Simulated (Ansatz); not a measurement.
# The arsenic atom (quartet): the correlation ladder, def2-TZVP

Aim: climb from Hartree-Fock through coupled cluster and multireference methods for the arsenic atom (quartet) at one geometry and basis, and see what each rung misses.

Computed with Ansatz 0.2.0, Gaussian basis. Level: def2-TZVP, core rule «outside noble gas», up to 14 orbitals frozen.

Plan: UHF; CCSD(T) on ROHF; CCSD(T) on UHF; BCCD(T) on ROHF; CISD; CCSDT(Q) on ROHF; CCSDT(Q) on UHF; CISDTQ; CASSCF and MRCISD+Q, 5 electrons in 4 orbitals; CASSCF and NEVPT4(SD), 5 electrons in 4 orbitals; CASSCF and NEVPT2, 5 electrons in 4 orbitals.

## (1) The atom

A free atom, in its lowest state of this spin that the program finds. No spin-orbit coupling is included. The filled d shell of As may be among the frozen orbitals whatever the setting's name suggests; the logs give the count.

1 atom, charge 0, spin multiplicity 4.

## (2) UHF

Contents of in.yaml:

```yaml
crystal:
  periodic: [false, false, false]
  atoms:
    - {symbol: As, position_ang: [0.000000, 0.000000, 0.000000]}
basis:
  gaussian: {orbitals: def2-TZVP}
magnetization: {spin_polarized: true, initial_magnetization: 3}
hamiltonian: {xc: hf}
output: {orbitals: {seedname: orbitals}}
```

Started as:

```
> ansatz run in.yaml --threads 1 --pin off --events-out ev --progress --plain --max-ram 2393MiB
```

Further steps of the session: CCSD(T) on ROHF; CCSD(T) on UHF; BCCD(T) on ROHF; CISD; CCSDT(Q) on ROHF; CCSDT(Q) on UHF; CISDTQ; CASSCF and MRCISD+Q, 5 electrons in 4 orbitals; CASSCF and NEVPT4(SD), 5 electrons in 4 orbitals; CASSCF and NEVPT2, 5 electrons in 4 orbitals.

Q: Predict the results of all the runs planned. Wanted: UCCSDT(Q) below the RHF energy; RMP2 from UCCSDT(Q); UMP2 from UCCSDT(Q); RCCSD from UCCSDT(Q); RCCSD(T) from UCCSDT(Q); UCCSD(T) from UCCSDT(Q); RCCSDT(Q) from UCCSDT(Q); NEVPT2 valence from UCCSDT(Q); NEVPT4(SD) valence from UCCSDT(Q).

**Answer**, as computed:

```
                         quantity                                                                             value
   UCCSDT(Q) below the RHF energy                                                                        -2.4600 eV
              RMP2 from UCCSDT(Q)                                                                   +11.47 kcal/mol
              UMP2 from UCCSDT(Q)                                                                   +11.09 kcal/mol
             RCCSD from UCCSDT(Q)                                                                    +2.64 kcal/mol
          RCCSD(T) from UCCSDT(Q)                                                                    +0.83 kcal/mol
          UCCSD(T) from UCCSDT(Q)                                                                    +0.40 kcal/mol
         RCCSDT(Q) from UCCSDT(Q)                                                                    +0.43 kcal/mol
    NEVPT2 valence from UCCSDT(Q)                                                                   +11.76 kcal/mol
NEVPT4(SD) valence from UCCSDT(Q)                                                                    +1.27 kcal/mol
  MRCISD+Q valence from UCCSDT(Q)                                                                    +0.53 kcal/mol
levels within 1 kcal/mol (43 meV)  RCCSD(T), UCCSD(T), BCCD(T), RCCSDT, UCCSDT, CISDTQ, RCCSDT(Q), MRCISD+Q valence
                    T1 diagnostic                                                                             0.003
   effectively unpaired electrons                                                                              3.00
```

What this shows: RCCSD(T) lands +0.83 kcal/mol from the yardstick (1.5 % of the correlation energy). One determinant dominates. Of the multireference levels listed MRCISD+Q valence comes nearest in total energy (+0.53 kcal/mol), which doesn't show that its space is the better one. These misses are within one basis, not against nature; the frozen cores of restricted and unrestricted runs differ, which can shift their rows.
